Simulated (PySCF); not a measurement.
**TPSS/def2-TZVPPD (core potential) run of InCl (SMILES [Cl][In])**

Aim: the vertical singlet–triplet gap of InCl at TPSS/def2-TZVPPD (core potential), from 2 runs. 

The calculation is run with PySCF 2.14.0.

3 further runs of the same task are left out: 1 that didn't finish, 2 set aside as unsound or not needed.

## 1. The structure to begin with

The species is InCl (2 atoms), meant as a singlet with charge 0. As SMILES, `[Cl][In]`. The shape is that of a PBE0-D4/def2-TZVP optimisation.

Bond lengths: Cl1–In2 2.414 Å.

## 2. A single-point energy at TPSS/def2-TZVPPD (core potential)

Contents of job.py:

```python
from pyscf import gto, dft

mol = gto.M(
    atom='''
Cl     0.000000     0.000000    -0.026324
In     0.000000     0.000000     4.534568
''',
    charge=0,
    verbose=3,
    max_memory=1860,
    unit='bohr',
    basis='def2-tzvppd',
    ecp={'In': 'def2-svp'},
)

myscf = dft.RKS(mol)
myscf.xc = 'tpss'
myscf.grids.level = 5
myscf.conv_tol = 1e-10
myscf.kernel()
if not myscf.converged:
    myscf = myscf.newton().run(myscf.mo_coeff, myscf.mo_occ)

energy = myscf.e_tot
print(f'total energy: {energy:.8f} hartree')
```

On the command line:

```bash
OMP_NUM_THREADS=1 python job.py
```

Log:

```text
converged SCF energy = -650.374464868267
total energy: -650.37446487 hartree
```

It took 17 s on 1 thread of Arm Neoverse V2, shared host; peak memory 0.59 GiB.

## 3. The triplet

Contents of start.xyz:

```xyz
2
ClIn
Cl     0.000000     0.000000    -0.013930
In     0.000000     0.000000     2.399590
```

Contents of run.py:

```python
from pyscf import gto, dft

molecule = gto.M(
    atom='start.xyz',
    charge=0,
    basis='def2-tzvppd',
    spin=2,
    ecp={'In': 'def2-svp'},
    verbose=4,
    max_memory=1860,
)

mf = dft.UKS(molecule, xc='tpss')
mf.grids.level = 5
mf.conv_tol = 1e-10
mf.kernel()
if not mf.converged:
    mf = mf.newton().run(mf.mo_coeff, mf.mo_occ)

etot = mf.e_tot
print('E = %.10f Eh' % etot)
```

On the command line:

```bash
OMP_NUM_THREADS=1 python run.py
```

Log:

```text
PySCF version 2.14.0

[INPUT] num. atoms = 2
[INPUT] num. electrons = 38
[INPUT] charge = 0
[INPUT] spin (= nelec alpha-beta = 2S) = 2
[INPUT] symmetry False subgroup None
[INPUT] Mole.unit = angstrom
[INPUT] Symbol           X                Y                Z      unit          X                Y                Z       unit  Magmom
[INPUT]  1 Cl     0.000000000000   0.000000000000  -0.013930000000 AA    0.000000000000   0.000000000000  -0.026323884915 Bohr   0.0
[INPUT]  2 In     0.000000000000   0.000000000000   2.399590000000 AA    0.000000000000   0.000000000000   4.534567911245 Bohr   0.0

nuclear repulsion = 78.274165657811
number of shells = 35
number of NR pGTOs = 169
number of NR cGTOs = 107
basis = def2-tzvppd
ecp = {'In': 'def2-svp'}

[... 33 lines left out ...]
[... the frontier-level lines of each cycle are left out ...]
[... 1 line left out ...]
[... 1 line left out ...]
[... 9 lines left out ...]
[... 5 lines left out ...]
[... 5 lines left out ...]
[... 5 lines left out ...]
[... 5 lines left out ...]
[... 5 lines left out ...]
[... 5 lines left out ...]
[... 5 lines left out ...]

cycle= 10 E= -650.247948101705  delta_E= -1.31e-06  |g|= 0.00031  |ddm|= 0.00136


cycle= 11 E= -650.247948160966  delta_E= -5.93e-08  |g|= 5.7e-05  |ddm|= 0.000365


cycle= 12 E= -650.247948163071  delta_E= -2.11e-09  |g|= 1.3e-05  |ddm|= 0.000107


cycle= 13 E= -650.247948163203  delta_E= -1.32e-10  |g|= 1.03e-06  |ddm|= 2.56e-05


cycle= 14 E= -650.247948163206  delta_E= -3.07e-12  |g|= 2.07e-07  |ddm|= 3.65e-06


Extra cycle  E= -650.247948163207  delta_E= -1.02e-12  |g|= 4.43e-07  |ddm|= 1.25e-06
converged SCF energy = -650.247948163207  <S^2> = 2.0032303  2S+1 = 3.0021528
E = -650.2479481632 Eh
```

It took 39 s on 1 thread of Arm Neoverse V2, shared host; peak memory 0.6 GiB.

## 4. Outcome

Level: TPSS/def2-TZVPPD (core potential).

```
                                        quantity          value
                           singlet: total energy  -650.37446 Eh
                          singlet: dipole moment         3.42 D
                            singlet: HOMO energy       -6.38 eV
                            singlet: LUMO energy       -2.36 eV
                          singlet: HOMO–LUMO gap        4.02 eV
                           triplet: total energy  -650.24795 Eh
                          triplet: dipole moment         2.08 D
     triplet: HOMO energy (highest over α and β)       -3.33 eV
                                   triplet: ⟨S²⟩          2.003
vertical energy of the triplet above the singlet       3.443 eV
```

**Reading.** At this shape the triplet lies 3.44 eV (332 kJ/mol) above the singlet.
